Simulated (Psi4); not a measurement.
**CH3FIIn (SMILES [F][InH][CH2]I): HF/def2-SVPD (density fitting, core potential, sweep point 7)**

Wanted: energy and forces of CH3FIIn. 

The calculation is run with Psi4 1.11.

6 further runs of the same task are left out: 6 set aside as unsound or not needed.

**1. The structure to begin with**

CH3FIIn has 7 atoms, charge 0, and is taken as a singlet. As SMILES, `[F][InH][CH2]I`. The coordinates come from a PBE0-D4/def2-TZVP relaxation. This is one conformer, not always the lowest.

Bond lengths: F1–In2 1.962 Å, In2–C3 2.136 Å, C3–I4 2.157 Å, In2–H5 1.696 Å, C3–H6 1.086 Å, C3–H7 1.086 Å. Angles: F1–In2–C3 107.7°, In2–C3–I4 101.1°, F1–In2–H5 113.9°, C3–In2–H5 138.3°, In2–C3–H6 113.4°, In2–C3–H7 117.1°, I4–C3–H6 106.4°, I4–C3–H7 106.2°, H6–C3–H7 111.3°.

**2. Energy and forces at HF/def2-SVPD (density fitting, core potential, sweep point 7)**

The input, input.inp:

```
memory 1.6 GB

molecule mol {
  F     -1.255700    -2.159000     0.134900
  In    -1.136600    -0.200800     0.167500
  C      0.933300     0.323200     0.227000
  I      1.317500     0.736100    -1.854500
  H     -2.637600     0.581200     0.057200
  H      1.579800    -0.506300     0.499200
  H      1.199300     1.225700     0.768900
  symmetry c1
}

set globals {
  basis def2-SVPD
  reference rhf
  scf_type df
  guess sapgau
}

e, wfn = gradient("scf", return_wfn=True)
print_variables()
```

Launch:

```sh
psi4 -n 1 input.inp input.out
```

input.out:

```text
Psi4 1.11 release

gradient() will perform analytic gradient computation.

   => Loading Basis Set <=

    Name: DEF2-SVPD
    Role: ORBITAL
    Keyword: BASIS

    !!!  WARNING: ECP capability is in beta. Please check occupations closely.  !!!

         ---------------------------------------------------------
                                   SCF
                              RHF Reference
                        1 Threads,   1525 MiB Core
         ---------------------------------------------------------

  ==> Geometry <==

    Molecular point group: c1
    Full point group: C1

    Geometry (in Angstrom), charge = 0, multiplicity = 1:

       Center              X                  Y                   Z               Mass
    ------------   -----------------  -----------------  -----------------  -----------------
         F           -1.343010247303    -2.284125182433     0.894335936917    18.998403162730
         IN          -1.223910247303    -0.325925182433     0.926935936917   114.903878776000
         C            0.845989752697     0.198074817567     0.986435936917    12.000000000000
         I            1.230189752697     0.610974817567    -1.095064063083   126.904471900000
         H           -2.724910247303     0.456074817567     0.816635936917     1.007825032230
         H            1.492489752697    -0.631425182433     1.258635936917     1.007825032230
         H            1.111989752697     1.100574817567     1.528335936917     1.007825032230

  Running in c1 symmetry.

  Rotational constants: A =      0.19456  B =      0.02097  C =      0.02026 [cm^-1]
  Rotational constants: A =   5832.65761  B =    628.56061  C =    607.32627 [MHz]
  Nuclear repulsion =  277.642428997616264

  Charge       = 0
  Multiplicity = 1
  Electrons    = 64
  Nalpha       = 32
  Nbeta        = 32

  ==> Algorithm <==

  SCF Algorithm Type is DF.
  DIIS enabled.
  MOM disabled.
  Fractional occupation disabled.
  Guess Type is SAPGAU.
  Energy threshold   = 1.00e-08
  Density threshold  = 1.00e-08
  Integral threshold = 1.00e-12

  ==> Primary Basis <==

  Basis Set: DEF2-SVPD
    Blend: DEF2-SVPD
    Number of shells: 54
    Number of basis functions: 134
    Number of Cartesian functions: 144
    Spherical Harmonics?: true
    Max angular momentum: 2

  Core potential: DEF2-SVPD
    Number of shells: 8
    Number of ECP primitives: 47
    Number of ECP core electrons: 56
    Max angular momentum: 3

   => Loading Basis Set <=

    Name: (DEF2-SVPD AUX)
    Role: JKFIT
    Keyword: DF_BASIS_SCF

   => Loading Basis Set <=

    Name: SAP_HELFEM_LARGE
    Role: ORBITAL
    Keyword: SAPGAU_BASIS

  ==> Integral Setup <==

  DFHelper Memory: AOs need 0.092 GiB; user supplied 1.118 GiB.
  SCF_SUBTYPE=INCORE selected. In-core MEM_DF algorithm will be used.
  Using in-core AOs.

  ==> MemDFJK: Density-Fitted J/K Matrices <==

    J tasked:                   Yes
    K tasked:                   Yes
    wK tasked:                   No
    Memory [MiB]:              1144
    Algorithm:                 Core
    Schwarz Cutoff:           1E-12
    Mask sparsity (%):       2.0829
    Fitting Condition:        1E-10

   => Auxiliary Basis Set <=

  Basis Set: (DEF2-SVPD AUX)
    Blend: DEF2-UNIVERSAL-JKFIT
    Number of shells: 160
    Number of basis functions: 642
    Number of Cartesian functions: 860
    Spherical Harmonics?: true
    Max angular momentum: 5

  Minimum eigenvalue in the overlap matrix is 4.1573712149E-04.
  Reciprocal condition number of the overlap matrix is 5.1451861075E-05.
    Using symmetric orthogonalization.

  ==> Pre-Iterations <==

   -------------------------------------------------------
    Irrep   Nso     Nmo     Nalpha   Nbeta   Ndocc  Nsocc
   -------------------------------------------------------
     A        134     134      32      32      32       0
   -------------------------------------------------------
    Total     134     134      32      32      32       0
   -------------------------------------------------------

  ==> Iterations <==

                           Total Energy        Delta E     RMS |[F,P]|

   @DF-RHF iter   1:  -144.06020281111682   -1.44060e+02   3.97403e-02 ADIIS/DIIS
   @DF-RHF iter   2:  -557.79181899210562   -4.13732e+02   1.23107e-01 ADIIS
   @DF-RHF iter   3:  -423.77062468998463    1.34021e+02   1.13364e-01 ADIIS
   @DF-RHF iter   4:  -613.64447217584973   -1.89874e+02   2.90199e-02 ADIIS/DIIS
   @DF-RHF iter   5:  -580.67333737290130    3.29711e+01   4.41936e-02 ADIIS/DIIS
   @DF-RHF iter   6:  -615.56848807167091   -3.48952e+01   2.54533e-02 ADIIS/DIIS
   @DF-RHF iter   7:  -610.60505190634990    4.96344e+00   3.24871e-02 ADIIS/DIIS
   @DF-RHF iter   8:  -622.18898157910394   -1.15839e+01   1.64838e-02 ADIIS/DIIS
   @DF-RHF iter   9:  -622.56153610781359   -3.72555e-01   1.53378e-02 ADIIS/DIIS
   @DF-RHF iter  10:  -623.41266695453317   -8.51131e-01   1.17225e-02 ADIIS/DIIS
   @DF-RHF iter  11:  -624.55862452832048   -1.14596e+00   4.99161e-03 ADIIS/DIIS
   @DF-RHF iter  12:  -624.79892305565261   -2.40299e-01   1.08946e-03 ADIIS/DIIS
   @DF-RHF iter  13:  -624.81538440688996   -1.64614e-02   2.63108e-04 ADIIS/DIIS
   @DF-RHF iter  14:  -624.81703869588864   -1.65429e-03   1.02696e-04 ADIIS/DIIS
   @DF-RHF iter  15:  -624.81730627267382   -2.67577e-04   3.39295e-05 DIIS
   @DF-RHF iter  16:  -624.81734975308916   -4.34804e-05   9.65231e-06 DIIS
   @DF-RHF iter  17:  -624.81735407004226   -4.31695e-06   3.12634e-06 DIIS
   @DF-RHF iter  18:  -624.81735453355691   -4.63515e-07   9.56297e-07 DIIS
   @DF-RHF iter  19:  -624.81735457047466   -3.69178e-08   2.78089e-07 DIIS
   @DF-RHF iter  20:  -624.81735457461775   -4.14309e-09   7.71938e-08 DIIS
   @DF-RHF iter  21:  -624.81735457495620   -3.38446e-10   2.52939e-08 DIIS
   @DF-RHF iter  22:  -624.81735457499030   -3.41061e-11   7.85492e-09 DIIS
  Energy and wave function converged.

  ==> Post-Iterations <==

    Orbital Energies [Eh]
    ---------------------

    Doubly Occupied:

       1A    -26.202550     2A    -11.295564     3A     -7.747237
       4A     -5.603123     5A     -5.592089     6A     -5.591376
       7A     -5.414579     8A     -3.676758     9A     -3.668370
      10A     -3.666999    11A     -2.298468    12A     -2.293880
      13A     -2.293044    14A     -2.281651    15A     -2.281642
      16A     -1.447143    17A     -1.069320    18A     -1.060944
      19A     -1.058348    20A     -1.055781    21A     -1.054071
      22A     -0.979739    23A     -0.837611    24A     -0.619090
      25A     -0.610980    26A     -0.566088    27A     -0.560254
      28A     -0.525186    29A     -0.478469    30A     -0.440375
      31A     -0.378014    32A     -0.363016

    Virtual:

      33A      0.022307    34A      0.048751    35A      0.054590
      36A      0.071989    37A      0.079073    38A      0.084946
      39A      0.096831    40A      0.115938    41A      0.126955
      42A      0.129933    43A      0.137783    44A      0.146080
      45A      0.159806    46A      0.178862    47A      0.186542
      48A      0.202620    49A      0.215621    50A      0.226924
      51A      0.241546    52A      0.260546    53A      0.263956
      54A      0.278636    55A      0.283353    56A      0.308314
      57A      0.328424    58A      0.336402    59A      0.347800
      60A      0.373712    61A      0.376205    62A      0.382079
      63A      0.389366    64A      0.397943    65A      0.416469
      66A      0.431693    67A      0.456229    68A      0.463048
      69A      0.473977    70A      0.487198    71A      0.494750
      72A      0.509052    73A      0.539944    74A      0.561446
      75A      0.589937    76A      0.620422    77A      0.630562
      78A      0.662777    79A      0.696028    80A      0.717948
      81A      0.729630    82A      0.751410    83A      0.779647
      84A      0.797597    85A      0.806652    86A      0.832624
      87A      0.841561    88A      0.860726    89A      0.878905
      90A      0.907594    91A      0.944936    92A      0.963017
      93A      0.978934    94A      1.015089    95A      1.030367
      96A      1.046200    97A      1.107070    98A      1.161479
      99A      1.191773   100A      1.206420   101A      1.302072
     102A      1.330604   103A      1.353510   104A      1.801479
     105A      1.833056   106A      1.845482   107A      1.892715
     108A      1.938161   109A      1.977366   110A      2.030472
     111A      2.090809   112A      2.176761   113A      2.216504
     114A      2.261905   115A      2.279917   116A      2.344323
     117A      2.477714   118A      2.567951   119A      2.727672
     120A      3.206297   121A      3.392446   122A      3.801376
     123A      3.807152   124A      3.828652   125A      3.855441
     126A      3.875101   127A     16.870797   128A     17.893547
     129A     18.385457   130A     19.494756   131A     19.728372
     132A     20.185961   133A     56.867524   134A     61.684084

    Final Occupation by Irrep:
              A
    DOCC [    32 ]
    NA   [    32 ]
    NB   [    32 ]

  @DF-RHF Final Energy:  -624.81735457499030

   => Energetics <=

    Nuclear Repulsion Energy =            277.6424289976162640
    One-Electron Energy =               -1598.8960522509755720
    Two-Electron Energy =                 696.4362686783690606
    Total Energy =                       -624.8173545749903042

Computation Completed

Properties will be evaluated at   0.000000,   0.000000,   0.000000 [a0]

Properties computed using the SCF density matrix

 Multipole Moments:

 ------------------------------------------------------------------------------------
     Multipole            Electronic (a.u.)      Nuclear  (a.u.)        Total (a.u.)
 ------------------------------------------------------------------------------------

 L = 1.  Multiply by 2.5417464519 to convert [e a0] to [Debye]
 Dipole X            :          4.1055308           -3.9286571            0.1768737
 Dipole Y            :         20.1841041          -18.9227946            1.2613095
 Dipole Z            :        -17.5616198           18.2553212            0.6937014
 Magnitude           :                                                    1.4503130

 ------------------------------------------------------------------------------------

	total time  =          6 seconds =       0.10 minutes

         ------------------------------------------------------------
                                   SCF GRAD
         ------------------------------------------------------------

  ==> Geometry <==

    Molecular point group: c1
    Full point group: C1

    Geometry (in Angstrom), charge = 0, multiplicity = 1:

       Center              X                  Y                   Z               Mass
    ------------   -----------------  -----------------  -----------------  -----------------
         F           -1.343010247303    -2.284125182433     0.894335936917    18.998403162730
         IN          -1.223910247303    -0.325925182433     0.926935936917   114.903878776000
         C            0.845989752697     0.198074817567     0.986435936917    12.000000000000
         I            1.230189752697     0.610974817567    -1.095064063083   126.904471900000
         H           -2.724910247303     0.456074817567     0.816635936917     1.007825032230
         H            1.492489752697    -0.631425182433     1.258635936917     1.007825032230
         H            1.111989752697     1.100574817567     1.528335936917     1.007825032230

  Nuclear repulsion =  277.642428997616264

  ==> Basis Set <==

  Basis Set: DEF2-SVPD
    Blend: DEF2-SVPD
    Number of shells: 54
    Number of basis functions: 134
    Number of Cartesian functions: 144
    Spherical Harmonics?: true
    Max angular momentum: 2

  Core potential: DEF2-SVPD
    Number of shells: 8
    Number of ECP primitives: 47
    Number of ECP core electrons: 56
    Max angular momentum: 3

  ==> DFJKGrad: Density-Fitted SCF Gradients <==

    Gradient:                    1
    J tasked:                  Yes
    K tasked:                  Yes
    wK tasked:                  No
    Integrals threads:           1
    Memory [MiB]:             1144
    Schwarz Cutoff:          1E-12
    Fitting Condition:       1E-10

   => Auxiliary Basis Set <=

  Basis Set: (DEF2-SVPD AUX)
    Blend: DEF2-UNIVERSAL-JKFIT
    Number of shells: 160
    Number of basis functions: 642
    Number of Cartesian functions: 860
    Spherical Harmonics?: true
    Max angular momentum: 5

  -Total Gradient:
     Atom            X                  Y                   Z
    ------   -----------------  -----------------  -----------------
       1        0.000565464334     0.004341537690    -0.000249438935
       2        0.006683639894     0.002762888524    -0.001624588450
       3       -0.003593463155    -0.001296165193    -0.008274444935
       4       -0.005050516869    -0.002930822667     0.010605176040
       5        0.002483870302    -0.002647690646    -0.000337136544
       6        0.000129646353    -0.001584003851    -0.000366112128
       7       -0.001218640853     0.001354256141     0.000246544954

	total time  =          6 seconds =       0.10 minutes

  Variable Map:
  ----------------------------------------------------------------------------
  "CURRENT ENERGY"           =>    -624.817354574990
  "CURRENT REFERENCE ENERGY" =>    -624.817354574990
  "DD SOLVATION ENERGY"      =>       0.000000000000
  "HF KINETIC ENERGY"        =>     325.730638722147
  "HF POTENTIAL ENERGY"      =>    -950.547993297137
  "HF TOTAL ENERGY"          =>    -624.817354574990
  "HF VIRIAL RATIO"          =>       2.918202589189
  "NUCLEAR REPULSION ENERGY" =>     277.642428997616
  "ONE-ELECTRON ENERGY"      =>   -1598.896052250976
  "PCM POLARIZATION ENERGY"  =>       0.000000000000
  "PE ENERGY"                =>       0.000000000000
  "SCF ITERATION ENERGY"     =>    -624.817354574990
  "SCF ITERATIONS"           =>      22.000000000000
  "SCF TOTAL ENERGY"         =>    -624.817354574990
  "TWO-ELECTRON ENERGY"      =>     696.436268678369

  Array Variable Map:
  ----------------------------------------------------------------------------
  "CURRENT DIPOLE"           =>       0.176873676412 ... 0.693701420572 1 by 3
  "CURRENT GRADIENT"         =>       0.000565464334 ... 0.000246544954 7 by 3
  "HF TOTAL GRADIENT"        =>       0.000565464334 ... 0.000246544954 7 by 3
  "SCF DIPOLE"               =>       0.176873676412 ... 0.693701420572 1 by 3
  "SCF TOTAL ENERGIES"       =>    -144.060202811117 ... -624.817354574990 1 by 22
  "SCF TOTAL GRADIENT"       =>       0.000565464334 ... 0.000246544954 7 by 3

    Psi4 run time: 0:00:11.32
```

Wall time 13 s (1 thread of AMD EPYC 7R43 (Zen 3), shared host); peak memory 0.42 GiB.

**3. Outcome**

Level: HF/def2-SVPD (density fitting, core potential, sweep point 7).

```
                quantity          value
            total energy  -624.81735 Eh
           dipole moment         3.69 D
             HOMO energy       -9.88 eV
             LUMO energy        0.61 eV
           HOMO–LUMO gap       10.49 eV
largest force on an atom     0.623 eV/Å
```

The largest force is 0.62 eV/Å: the shape isn't a stationary point for this species at this level.
